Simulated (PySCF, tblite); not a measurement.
**C5H13GaGeO: geometry, infrared bands and NMR shifts**

Wanted: the infrared bands and NMR shifts of C5H13GaGeO (`CC[O][GaH][CH]1[CH2][GeH2][CH2]1`), by calculation.

The runs use tblite 0.8.0 and PySCF 2.14.0, with density-fitted response routines of our own; the level of theory stands in each step. All values are computed, except where a source is named. Atoms count from 0, in the outputs and in this text.

## 1. Starting geometry

21 atoms, charge 0, multiplicity 1; geometry from: force field or distance geometry start.

Bonds of the start (Å): C0–C1 1.52, C1–O2 1.38, O2–Ga3 1.71, Ga3–C4 1.81, C4–C5 1.53, C5–Ge6 1.94, Ge6–C7 1.94, C7–C4 1.53, C0–H8 1.12, C0–H9 1.09, C0–H10 1.13, C1–H11 1.12, C1–H12 1.09, Ga3–H13 1.67, C4–H14 1.13, C5–H15 1.10, C5–H16 1.10, Ge6–H17 1.53, Ge6–H18 1.52, C7–H19 1.11, C7–H20 1.12.

## 2. Optimising the geometry with GFN2-xTB

What the job is given:

```
{"job": {"kind": "relax", "xc": "GFN2-xTB", "basis": "xTB"}, "charge": 0, "multiplicity": 1}
C      4.155000     0.149100     0.798600
C      2.903300    -0.196200    -0.000200
O      1.792800     0.150800     0.738200
Ga     0.365700    -0.219800    -0.132500
C     -1.399100     0.094300     0.127700
C     -2.145100    -0.295000    -1.145800
Ge    -3.716500     0.473200    -0.299100
C     -2.560400    -0.527000     0.896800
H      4.169900    -0.380500     1.782500
H      5.037300    -0.119500     0.227000
H      4.167400     1.255300     1.024500
H      2.867800    -1.302900    -0.181400
H      2.985800     0.298400    -0.965500
H      0.676400     0.456300    -1.626200
H     -1.503300     1.217200     0.237200
H     -2.182300    -1.379300    -1.336800
H     -1.739300     0.305400    -1.979700
H     -3.628800     1.995000    -0.227500
H     -5.032900    -0.162700    -0.712100
H     -2.636300    -1.632300     0.814500
H     -2.586300    -0.162800     1.959300
```

Command:

```bash
$ OMP_NUM_THREADS=1 python probes_run.py task.json out
```

One launch serves the whole session: the jobs run in the order shown.

**Question.** This job is followed by: GFN2-xTB harmonic vibrations, gas phase; GIAO PBE0/pcSseg-1 NMR shielding, non-relativistic, gas phase. What will the session give for the following? strongest single infrared mode (GFN2-xTB); zero-point energy (GFN2-xTB); 13C shifts against TMS (PBE0/pcSseg-1, means over atoms taken as alike); 1H shifts against TMS (PBE0/pcSseg-1, means over atoms taken as alike); 17O shifts against H2O (PBE0/pcSseg-1); 73Ge shifts against GeMe4 (PBE0/pcSseg-1); shieldings of Ga (PBE0/pcSseg-1); surface potential, 1st and 99th percentile.

As calculated:

| quantity | value |
| --- | --- |
| strongest single infrared mode (GFN2-xTB) | 1958 cm⁻¹, 529 km/mol |
| zero-point energy (GFN2-xTB) | 98.1 kcal/mol |
| 13C shifts against TMS (PBE0/pcSseg-1, means over atoms taken as alike) | 70.0, 32.9, 25.0, 21.9 ppm |
| 1H shifts against TMS (PBE0/pcSseg-1, means over atoms taken as alike) | 5.67, 4.97, 4.87, 4.66, 2.56, 2.36, 2.19, 1.38 ppm |
| 17O shifts against H2O (PBE0/pcSseg-1) | 143.7 ppm |
| 73Ge shifts against GeMe4 (PBE0/pcSseg-1) | -116 ppm |
| shieldings of Ga (PBE0/pcSseg-1) | Ga3 1373.4 ppm |
| surface potential, 1st and 99th percentile | -1.26 V and 1.85 V |

The optimisation took 216 steps and gained 2.436 eV; among the close pairs (by a distance rule), Ga3–C4 changed most, from 1.811 to 2.062 Å. All 57 modes are real, so the xTB geometry is a minimum. The strongest single mode, at 1958 cm⁻¹, moves mainly H18 and H17. Unscaled tight-binding wavenumbers are off by several per cent, some by more. Its intensities can rank the bands wrongly. The most deshielded carbon is C1 (sp3 CH2 bonded to O), at 70.0 ppm: deshielded by the electronegative neighbour. At PBE0/pcSseg-1: The widest tensor belongs to Ga3: span 407 ppm, with a paramagnetic part of -1268 ppm. By nearest atom (PBE0/pcSseg-1), the HOMO sits on C4 25 %; O2 22 % and the LUMO on Ga3 45 %; H13 15 %. Spin-orbit coupling is left out, which matters for shieldings and couplings at and beside the heavy atoms.
